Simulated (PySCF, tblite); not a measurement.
# C₇H₁₃OP: infrared bands and NMR shifts

Aim: predict the infrared bands and NMR shifts of C₇H₁₃OP (`CC[P@@H](=O)C1=CCCC1`).

The runs use tblite 0.8.0 and PySCF 2.14.0, with density-fitted response routines of our own; the level of theory stands in each step. All values are computed, except where a source is named. Atoms count from 0, in the outputs and in this text.

### Step 1. The starting structure

22 atoms, charge 0, multiplicity 1; geometry from: GFN2-xTB.

Bonds of the start (Å): C0–C1 1.52, C1–P2 1.84, P2–O3 1.46, P2–C4 1.80, C4–C5 1.33, C5–C6 1.50, C6–C7 1.54, C7–C8 1.54, C8–C4 1.50, C0–H9 1.09, C0–H10 1.09, C0–H11 1.09, C1–H12 1.09, C1–H13 1.09, P2–H14 1.40, C5–H15 1.08, C6–H16 1.09, C6–H17 1.09, C7–H18 1.09, C7–H19 1.09, C8–H20 1.09, C8–H21 1.09.

### Step 2. Vibrational analysis with GFN2-xTB

Job settings and geometry (Å):

```
{"job": {"kind": "ir", "xc": "GFN2-xTB", "basis": "xTB"}, "charge": 0, "multiplicity": 1}
C      3.584737     0.229275    -0.112218
C      2.159673    -0.070689    -0.551109
P      1.021325     0.470966     0.784162
O      1.164430     1.881649     1.152230
C     -0.642888     0.000622     0.276534
C     -1.279862    -1.143108     0.495296
C     -2.672958    -1.121705    -0.053941
C     -2.704231     0.153398    -0.916767
C     -1.505834     0.995097    -0.448350
H      3.831937    -0.339082     0.783648
H      3.678029     1.287905     0.122964
H      4.299542    -0.021977    -0.893332
H      1.903283     0.500369    -1.448355
H      2.013694    -1.130881    -0.759545
H      1.316861    -0.420897     1.818746
H     -0.887236    -1.997273     1.020534
H     -3.391366    -1.070254     0.769321
H     -2.900615    -2.019893    -0.630053
H     -2.577329    -0.112351    -1.966872
H     -3.644878     0.690943    -0.816793
H     -1.802396     1.786698     0.244327
H     -0.974329     1.470572    -1.274023
```

**Question.** This job is followed by: GIAO PBE0/pcSseg-1 NMR shielding, non-relativistic, gas phase. Predict these results of the whole session: strongest single infrared mode (GFN2-xTB); zero-point energy (GFN2-xTB); 13C shifts against TMS (PBE0/pcSseg-1); 1H shifts against TMS (PBE0/pcSseg-1, means over atoms taken as alike); 31P shifts against H3PO4 (PBE0/pcSseg-1); 17O shifts against H2O (PBE0/pcSseg-1).

**Answer**, as computed:

| quantity | value |
| --- | --- |
| strongest single infrared mode (GFN2-xTB) | 2257 cm⁻¹, 226 km/mol |
| zero-point energy (GFN2-xTB) | 115.3 kcal/mol |
| 13C shifts against TMS (PBE0/pcSseg-1) | 150.5, 144.5, 38.7, 37.0, 30.3, 25.4, 9.0 ppm |
| 1H shifts against TMS (PBE0/pcSseg-1, means over atoms taken as alike) | 7.44, 6.15, 3.01, 2.71, 2.71, 2.54, 2.10, 1.84, 1.83, 1.40, 0.98 ppm |
| 31P shifts against H3PO4 (PBE0/pcSseg-1) | -6.9 ppm |
| 17O shifts against H2O (PBE0/pcSseg-1) | 71.4 ppm |

**Reading.** No mode is imaginary among the 60: a minimum at this level. The strongest single mode, at 2257 cm⁻¹, moves mainly H14. GFN2-xTB is a fitted tight-binding method: band positions and strengths are rough. Its intensities can rank the bands wrongly. At PBE0/pcSseg-1: The largest span, 239 ppm, is at P2, where the paramagnetic term is -642 ppm.
